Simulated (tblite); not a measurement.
# C2H10F2N2Si2: the cost of one run

Computed with tblite 0.8.0 and PySCF 2.14.0, with density-fitted response routines of our own, on a single molecule in the gas phase. Atoms count from 0, in the outputs and in this text.

### Step 1. The starting structure

18 atoms, charge 0, multiplicity 1; geometry from: force field or distance geometry start.

Bonds of the start (Å): C0–N1 1.45, N1–Si2 1.75, Si2–F3 1.71, Si2–N4 1.80, N4–Si5 1.81, Si5–C6 1.84, C6–F7 1.39, C0–H8 1.10, C0–H9 1.11, C0–H10 1.13, N1–H11 1.04, Si2–H12 1.46, N4–H13 1.04, Si5–H14 1.48, Si5–H15 1.46, C6–H16 1.10, C6–H17 1.12.

### Step 2. Relaxing the molecule with GFN2-xTB

What the job is given:

```
{"job": {"kind": "relax", "xc": "GFN2-xTB", "basis": "xTB"}, "charge": 0, "multiplicity": 1}
C      3.304100     0.321600    -0.297700
N      2.443600    -0.609900     0.395200
Si     0.912500    -0.691600    -0.455900
F      0.884700     0.616700    -1.550900
N     -0.518500    -0.457800     0.617500
Si    -1.697200     0.507900    -0.354800
C     -3.451800     0.068200    -0.005500
F     -4.028200     0.936800     0.920000
H      3.804800     1.023700     0.389500
H      4.033000    -0.223000    -0.927600
H      2.657500     0.934900    -0.986200
H      2.365700    -0.430000     1.420200
H      0.687400    -1.928000    -1.189400
H     -0.908300    -1.395600     0.860400
H     -1.416900     1.954900    -0.174300
H     -1.430300     0.150100    -1.750000
H     -3.611600    -0.969400     0.319200
H     -4.039400     0.197100    -0.945100
```

The run is started by

```console
$ OMP_NUM_THREADS=1 python probes_run.py task.json out
```

This one command runs all jobs of the session in turn.

**Question.** How long does this first job take on 1 thread of Arm Neoverse N1, shared host, and how much memory does it need?

About 2.1 s, with a peak of 0.18 GiB.
